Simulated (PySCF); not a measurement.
# [AlF4]− (SMILES [F][Al-]([F])([F])[F]) at 3 levels

Aim: a comparison of 3 runs (SCS-MP2/aug-pc-1, CCSD/3-21G) of [AlF4]−. 

The results are computed with PySCF 2.14.0.

3 further runs of the same task are left out: 3 set aside as unsound or not needed.

## (1) The structure to begin with

[AlF4]−: 5 atoms, total charge -1, spin state singlet. SMILES: `[F][Al-]([F])([F])[F]`. Geometry: a GFN2-xTB relaxation, a rough one for these elements and not checked as a minimum.

Bond lengths: Al1–F2 1.683 Å, Al1–F3 1.683 Å, Al1–F4 1.683 Å, Al1–F5 1.683 Å. Angles: F2–Al1–F3 109.4°, F2–Al1–F4 109.6°, F2–Al1–F5 109.5°, F3–Al1–F4 109.5°, F3–Al1–F5 109.5°, F4–Al1–F5 109.4°.

## (2) The energy at SCS-MP2/aug-pc-1 (run 1)

Input file input.py:

```python
# [AlF4]-
from pyscf import gto, mp

mol = gto.M(
    atom='''
Al
F 1 1.683046
F 1 1.683184 2 109.37123
F 1 1.683359 2 109.57782 3 -120.01203
F 1 1.683232 2 109.4842 3 120.0361
''',
    charge=-1,
    verbose=4,
    basis='aug-pc-1',
    max_memory=1860,
)

calc0 = mol.RHF()
calc0.kernel()

pt = mp.MP2(calc0, frozen=9).run()
etot = calc0.e_tot + 1.2 * pt.e_corr_os + pt.e_corr_ss / 3
print('Final energy', etot)
dip = calc0.dip_moment()
pop, q = calc0.mulliken_pop()
```

On the command line:

```bash
$ OMP_NUM_THREADS=1 python input.py
```

What it wrote:

```text
PySCF version 2.14.0

[... 55 lines left out ...]
converged SCF energy = -639.972672254441
[... 8 lines left out ...]
Final energy -640.7844876937497
[... 1 line left out ...]
WARN: System has nonzero charge -1; the dipole moment is origin-dependent.
[... 2 lines left out ...]
Dipole moment(X, Y, Z, Debye):  0.00276, -0.00097, -0.00080
[... 125 lines left out ...]
charge of    4F =     -0.88482
```

Run time: 2.9 s. Hardware: 1 thread of Intel Xeon 6975P-C (Granite Rapids), shared host; peak memory 0.41 GiB.

## (3) A single-point energy at SCS-MP2/aug-pc-1 (density fitting with def2-universal-jkfit) (run 2)

Input file run.py:

```python
from pyscf import gto, scf, mp

mol = gto.Mole()
mol.atom = '''
Al
F 1 1.683046
F 1 1.683184 2 109.37123
F 1 1.683359 2 109.57782 3 -120.01203
F 1 1.683232 2 109.4842 3 120.0361
'''
mol.spin = 0
mol.basis = 'aug-pc-1'
mol.max_memory = 1860
mol.verbose = 4
mol.charge = -1
mol.build()

myscf = scf.RHF(mol)
myscf = myscf.density_fit(auxbasis='def2-universal-jkfit')
myscf.kernel()

pt = mp.MP2(myscf, frozen=9).run()
energy = myscf.e_tot + 1.2 * pt.e_corr_os + pt.e_corr_ss / 3
print('E = %.10f Eh' % energy)
dip = myscf.dip_moment()
pop, q = myscf.mulliken_pop()
```

On the command line:

```bash
$ OMP_NUM_THREADS=1 python run.py
```

What it wrote:

```text
PySCF version 2.14.0

[... 56 lines left out ...]
converged SCF energy = -639.972540642834
[... 10 lines left out ...]
WARN: System has nonzero charge -1; the dipole moment is origin-dependent.
[... 2 lines left out ...]
Dipole moment(X, Y, Z, Debye):  0.00276, -0.00097, -0.00080
[... 125 lines left out ...]
charge of    4F =     -0.88463
```

Wall time 1.1 s (1 thread of Intel Xeon 6975P-C (Granite Rapids), shared host); peak memory 0.15 GiB.

## (4) Energy and forces at CCSD/3-21G (sfX2C) (run 3)

Input file input.py:

```python
from pyscf import gto, cc

mol = gto.Mole()
mol.atom = '''
Al      -0.000060       0.000070       0.000150
F        0.012000      -0.018490       1.683050
F        1.583790       0.010900      -0.569420
F       -0.801320       1.377250      -0.543040
F       -0.794410      -1.369730      -0.570750
'''
mol.max_memory = 1860
mol.verbose = 4
mol.spin = 0
mol.cart = True
mol.charge = -1
mol.basis = '3-21g'
mol.build()

calc0 = mol.RHF()
calc0 = calc0.sfx2c1e()
calc0.kernel()

mycc = cc.CCSD(calc0, frozen=9)
mycc.kernel()
e_final = mycc.e_tot
print('E(%s) = %.9f' % ('CCSD', e_final))
grad = mycc.nuc_grad_method().kernel()
dip = calc0.dip_moment()
pop, q = calc0.mulliken_pop()
```

On the command line:

```bash
$ OMP_NUM_THREADS=1 python input.py
```

What it wrote:

```text
PySCF version 2.14.0

[... 58 lines left out ...]
converged SCF energy = -637.262702562976
[... 12 lines left out ...]
Init t2, MP2 energy = -637.758858376878  E_corr(MP2) -0.496155813901223
[... 11 lines left out ...]
CCSD converged
[... 17 lines left out ...]
Dipole moment(X, Y, Z, Debye): -0.00082,  0.00095,  0.00197
[... 55 lines left out ...]
charge of    4F =     -0.62949
```

Wall time 3.3 s (1 thread of Intel Xeon 6975P-C (Granite Rapids), shared host); peak memory 0.19 GiB.

## (5) Overview of the runs

| run | level | integral approximation | task | energy (Eh) | HOMO energy (eV) | LUMO energy (eV) | HOMO–LUMO gap (eV) | wall time |
| --- | --- | --- | --- | --- | --- | --- | --- | --- |
| 1 | SCS-MP2/aug-pc-1 | none | energy | -640.784488 | -10.95 | 3.79 | 14.74 | 2.9 s |
| 2 | SCS-MP2/aug-pc-1 (density fitting with def2-universal-jkfit) | def2-universal-jkfit | energy | -640.784161 | -10.95 | 3.79 | 14.74 | 1.1 s |
| 3 | CCSD/3-21G (sfX2C) | none | gradient | -637.759233 | -9.56 | 10.02 | 19.58 | 3.3 s |

## (6) Outcome

```
                                                    quantity          value
                                         run 3: total energy  -637.75923 Eh
                  run 3: HOMO energy (Hartree–Fock orbitals)       -9.56 eV
                  run 3: LUMO energy (Hartree–Fock orbitals)       10.02 eV
run 3: HOMO–LUMO gap (to an unbound level, set by the basis)       19.58 eV
          run 3: correlation energy (9 core orbitals frozen)     -496.5 mEh
                                        run 3: T1 diagnostic          0.011
                             run 3: largest force on an atom     0.177 eV/Å
```

Some runs of one species differ in core potentials or relativity; totals across that change don't compare. All runs together took 7.3 s, the longest 3.3 s.
